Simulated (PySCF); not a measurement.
# H3LaN (La(NH3)2+): the cost of one run

Computed with PySCF 2.14.0. Level: PBE0, La lcecp-0-SVP with ECP47, N def2-SVP, H def2-SVP; scalar-relativistic core potentials, no spin–orbit coupling.

1 further run of the same task is left out (for a known fault of the program).

### Step 1. The starting structure

5 atoms, charge 2, spin multiplicity 1.

Bond lengths: La1–N2 2.780 Å, N2–H3 1.020 Å, N2–H4 1.020 Å, N2–H5 1.020 Å. Angles: La1–N2–H3 113.0°, La1–N2–H4 113.0°, La1–N2–H5 113.0°, H3–N2–H4 105.8°, H3–N2–H5 105.8°, H4–N2–H5 105.8°.

As a file:

| atom | x (Å) | y (Å) | z (Å) |
| --- | --- | --- | --- |
| La1 | 0.0000 | 0.0000 | 0.0000 |
| N2 | 0.0000 | 0.0000 | 2.7800 |
| H3 | 0.9392 | 0.0000 | 3.1780 |
| H4 | -0.4696 | 0.8133 | 3.1780 |
| H5 | -0.4696 | -0.8133 | 3.1780 |

Formal oxidation states: La +2. Each metal's 1 4f electrons lie in its core potential, so multiplicities, spins and levels count the valence alone. For divalent La, Ce, Gd or Lu the extra electron is normally 5d or 6s, so this core forces an excited configuration.

### Step 2. SCF at the start, singlet

run.py (the lines that set the calculation)

```python
mol = gto.M(atom='''
La     0.00000     0.00000     0.00000
N      0.00000     0.00000     2.78000
H      0.93920     0.00000     3.17800
H     -0.46960     0.81330     3.17800
H     -0.46960    -0.81330     3.17800''',
    basis={'La': 'lcecp-0-SVP', 'N': 'def2-SVP', 'H': 'def2-SVP'},
    ecp={'La': 'lcecp-0-SVP'},
    charge=2, spin=0)
mf = dft.RKS(mol, xc='PBE0')
mf.grids.atom_grid = (50, 194)  # f atoms: unpruned, at least (60, 302)
mf = mf.density_fit()  # fitting sets: La AutoAux, N def2-universal-JKFIT, H def2-universal-JKFIT
mf.conv_tol = 1e-08; mf.max_cycle = 55
mf.kernel(dm0)  # dm0: free metal ions and neutral atoms
```

Command:

```
> OMP_NUM_THREADS=2 python run.py
```

**Question.** How long does this run take on 2 threads of AMD EPYC 7R43 (Zen 3), shared host, and how much memory does it need?

About 1.6 s, with a peak of 0.36 GiB.
